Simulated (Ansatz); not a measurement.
**Cu (fcc type): how the settings move a single-point run**

How sensitive is a single-point run of Cu (fcc type) to its settings? A reference run comes first, then one run with altered input.

Program: Ansatz 0.2.0. Level of theory: reference: DFT, r2SCAN, PAW with Ansatz's default frozen-core files, scalar-relativistic. These are calculated values, not measurements.

### Step 1. The starting structure

Symmetry: Fm-3m, No. 225, cubic system. Conventional cell: a = 2.741 Å, b = 2.741 Å, c = 2.741 Å, α = 90.00°, β = 90.00°, γ = 90.00°. Cu (site symmetry m-3m) has 12 Cu at 1.94 Å as nearest neighbours.

Structure file:

```cif
data_structure
_symmetry_space_group_name_H-M 'P 1'
_symmetry_Int_Tables_number 1
_cell_length_a 1.9383
_cell_length_b 1.9383
_cell_length_c 1.9383
_cell_angle_alpha 60.000
_cell_angle_beta 60.000
_cell_angle_gamma 60.000
_cell_volume 5.15
loop_
_atom_site_label
_atom_site_type_symbol
_atom_site_fract_x
_atom_site_fract_y
_atom_site_fract_z
_atom_site_occupancy
Cu1 Cu 0.00000 0.00000 0.00000 1
```

### Step 2. The reference run

The input, input.yaml:

```yaml
crystal:
  lattice:
    - [0.0, 1.3705872886, 1.3705872886]
    - [1.3705872886, 0.0, 1.3705872886]
    - [1.3705872886, 1.3705872886, 0.0]
  atoms:
    - { symbol: Cu, position: [0.0, 0.0, 0.0] }
kpoints:
  mp_grid: { grid: [20, 20, 20] }
  band_path:
    path:
      - [0.0, 0.0, 0.0]
      - [0.5, 0.0, 0.5]
      - [0.625, 0.25, 0.625]
      - [0.375, 0.375, 0.75]
      - [0.0, 0.0, 0.0]
      - [0.5, 0.5, 0.5]
      - [0.5, 0.25, 0.75]
      - [0.5, 0.0, 0.5]
    npoints: 8
scf:
  occupations: { method: fermi_dirac, width: 0.1 }
hamiltonian:
  xc: r2scan
  pseudopotentials: { kind: paw }
output:
  forces: true
  stress: true
  eigenvalues: true
  populations: true
  dos: { projected: true, de: 0.2, e_range: [-14, 8] }
```

On the command line:

```
ansatz run input.yaml --threads 1 --pin off --max-ram 2048MiB --backend cpu --events-out ev --progress --plain --runs-dir out
```

### Step 3. Changing settings: pseudopotentials.source jth

input.yaml: that of step 2 with these lines changed.

```diff
@@ -24,3 +24,3 @@
   xc: r2scan
-  pseudopotentials: { kind: paw }
+  pseudopotentials: { kind: paw, source: jth }
 output:
@@ -30,2 +30 @@
   populations: true
-  dos: { projected: true, de: 0.2, e_range: [-14, 8] }
```

Before running it: what results should come out? Wanted: for each run, ending; energy change; pressure; gap; force.

The runs gave:

```csv
run,ending,energy change,pressure (GPa),gap (eV),force (eV/Å),cycles,time
reference,converged,-,900.7,0.00,0.00,7,3.2 s
1: pseudopotentials.source jth,converged,not comparable,942.3,0.00,0.00,6,7 s
```

Times don't compare one to one where runs were asked for different outputs or read a saved state (see the inputs); cycles may leave out searches for a lower state.

Residual by cycle in the longest SCF loop of each run; runs are numbered as in the table. The quantity is the density residual dr2, in eV.

```csv
cycle,reference,run 1
1,0.225,0.545
2,0.00682,0.00966
3,0.0111,0.032
4,5.3e-4,9.9e-5
5,7.3e-5,8.6e-7
6,2.5e-6,3.5e-8
7,1.2e-8,-
```

**Reading.** A change of potentials puts the total energy on another scale; the pressure goes from 900.7 to 942.3 GPa. The structure is not at rest: the sound run finds 901 GPa, so these are no properties of the relaxed crystal. 
